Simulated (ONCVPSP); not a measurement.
# Pt: the cost of one run

Method: ONCVPSP 4.0.1.1 (patched build), PBE, scalar-relativistic.

### 1 Starting point

Typed settings, in words:

```
element                 : platinum (Pt, Z = 78)
type                    : optimised norm-conserving Vanderbilt (ONCV)
frozen core             : [Kr] 4d10 4f14
valence charge          : 18
reference configuration : 5s2 5p6 5d9 6s1
partial waves           : 5s+6s: rc 1.18 bohr, ncon 4, nbas 7, qcut 6.1 1/bohr, 2 projectors; 5p: rc 1.65 bohr, ncon 4, nbas 8, qcut 10.1 1/bohr, 2 projectors, debl 1.6 Ha; 5d: rc 2.25 bohr, ncon 4, nbas 8, qcut 8 1/bohr, 3 projectors, debl 0.3 Ha
local potential         : polynomial inside 1.18 bohr (lpopt 5, dvloc0 0 Ha)
core correction         : not asked for
```

An earlier all-electron run gives the scale for the radii.

All-electron outer shells of the reference configuration (PBE, scalar-relativistic, ld1.x):

| shell | level (eV) | outermost node (bohr) | outermost maximum (bohr) |
| --- | --- | --- | --- |
| 5s | -101.82 | 0.49 | 0.87 |
| 4f | -70.08 | – | 0.38 |
| 5p | -56.02 | 0.53 | 0.98 |
| 5d | -6.14 | 0.57 | 1.26 |
| 6s | -5.66 | 1.14 | 2.38 |
| 6p | -0.84 | 1.36 | 3.69 |

### 2 Generation

Input file Pt.dat:

```
# ATOM AND REFERENCE CONFIGURATION
# atsym  z   nc   nv     iexc    psfile
  Pt 78.00   10    4        4      upf
#
#   n    l    f
    1    0    2.00
    2    0    2.00
    2    1    6.00
    3    0    2.00
    3    1    6.00
    3    2   10.00
    4    0    2.00
    4    1    6.00
    4    2   10.00
    4    3   14.00
    5    0    2.00
    5    1    6.00
    5    2    9.00
    6    0    1.00
#
# PSEUDOPOTENTIAL AND OPTIMIZATION
# lmax
    2
#
#   l,   rc,      ep,       ncon, nbas, qcut
    0    1.18    0.00    4    7    6.10
    1    1.65    0.00    4    8   10.10
    2    2.25    0.00    4    8    8.00
#
# LOCAL POTENTIAL
# lloc, lpopt,  rc(5),   dvloc0
    4    5    1.18    0.00
#
# VANDERBILT-KLEINMAN-BYLANDER PROJECTORs
# l, nproj, debl
    0    2    0.50
    1    2    1.60
    2    3    0.30
#
# MODEL CORE CHARGE
# icmod, fcfact, rcfact
    0    0.00    0.00
#
# LOG DERIVATIVE ANALYSIS
# epsh1, epsh2, depsh
   -5.00    5.00    0.04
#
# OUTPUT GRID
# rlmax, drl
    6.00    0.01
#
# TEST CONFIGURATIONS
# ncnf
    4
# nvcnf
#   n    l    f
    4
    5    0    2.00
    5    1    6.00
    5    2    9.00
    6    0    0.00
#
    4
    5    0    2.00
    5    1    6.00
    5    2    8.00
    6    0    0.00
#
    4
    5    0    2.00
    5    1    6.00
    5    2    7.00
    6    0    0.00
#
    4
    5    0    2.00
    5    1    6.00
    5    2    6.00
    6    0    0.00
#
```

Command:

```console
$ oncvpsp.x < Pt.dat > Pt.out
```

**Question.** How long does this run take on 1 thread of Neoverse-V2, shared host?

About 4.4 s.
